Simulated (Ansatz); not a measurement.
# FH6NSiSn: the cost of one run

Method: RKS BHLYP-D4/def2-mTZVP, in Ansatz 0.2.0.

**1. The structure to begin with**

Bond lengths: F1–Sn2 1.943 Å, Sn2–N3 2.029 Å, N3–Si4 1.768 Å, Sn2–H5 1.763 Å, Sn2–H6 1.760 Å, N3–H7 1.058 Å, Si4–H8 1.489 Å, Si4–H9 1.537 Å, Si4–H10 1.428 Å. Angles (14 of 15 angles, heavy atoms first): F1–Sn2–N3 107.3°, Sn2–N3–Si4 110.4°, F1–Sn2–H5 109.8°, F1–Sn2–H6 111.3°, N3–Sn2–H5 109.4°, N3–Sn2–H6 109.5°, Sn2–N3–H7 109.9°, Si4–N3–H7 105.7°, N3–Si4–H8 107.2°, N3–Si4–H9 109.7°, N3–Si4–H10 115.2°, H5–Sn2–H6 109.6°, H8–Si4–H9 106.7°, H8–Si4–H10 109.0°.

As a file:

```xyz
10

F    -1.7824   -0.6866   -1.5689
Sn   -0.7074    0.8613   -1.0948
N     1.0002    0.1729   -0.2410
Si    0.6323   -0.7045    1.2492
H    -0.3075    1.7782   -2.5470
H    -1.5539    1.9016    0.0442
H     1.4643   -0.5306   -0.8799
H    -0.3150   -1.7976    0.8950
H    -0.1087    0.2210    2.2267
H     1.7613   -1.2670    1.9194
```

**2. Relaxing end A**

input.yaml

```yaml
crystal:
  periodic: [false, false, false]
  atoms:
    - { symbol: F, position_ang: [-1.7824, -0.6866, -1.5689] }
    - { symbol: Sn, position_ang: [-0.7074, 0.8613, -1.0948] }
    - { symbol: "N", position_ang: [1.0002, 0.1729, -0.241] }
    - { symbol: Si, position_ang: [0.6323, -0.7045, 1.2492] }
    - { symbol: H, position_ang: [-0.3075, 1.7782, -2.547] }
    - { symbol: H, position_ang: [-1.5539, 1.9016, 0.0442] }
    - { symbol: H, position_ang: [1.4643, -0.5306, -0.8799] }
    - { symbol: H, position_ang: [-0.315, -1.7976, 0.895] }
    - { symbol: H, position_ang: [-0.1087, 0.221, 2.2267] }
    - { symbol: H, position_ang: [1.7613, -1.267, 1.9194] }
basis:
  gaussian: { orbitals: def2-mTZVP }
hamiltonian:
  xc: { name: BHLYP }
  dispersion: d4
relax:
  f_tol: 0.02
  max_steps: 50
```

Started as:

```
> ansatz run input.yaml --threads 2 --pin off --max-ram 3072MiB --backend cpu --events-out ev --progress --plain --runs-dir out
```

Q: Estimate wall time and peak memory on 2 threads of Arm Neoverse V1, shared host.

About 56 s, with a peak of 0.28 GiB.
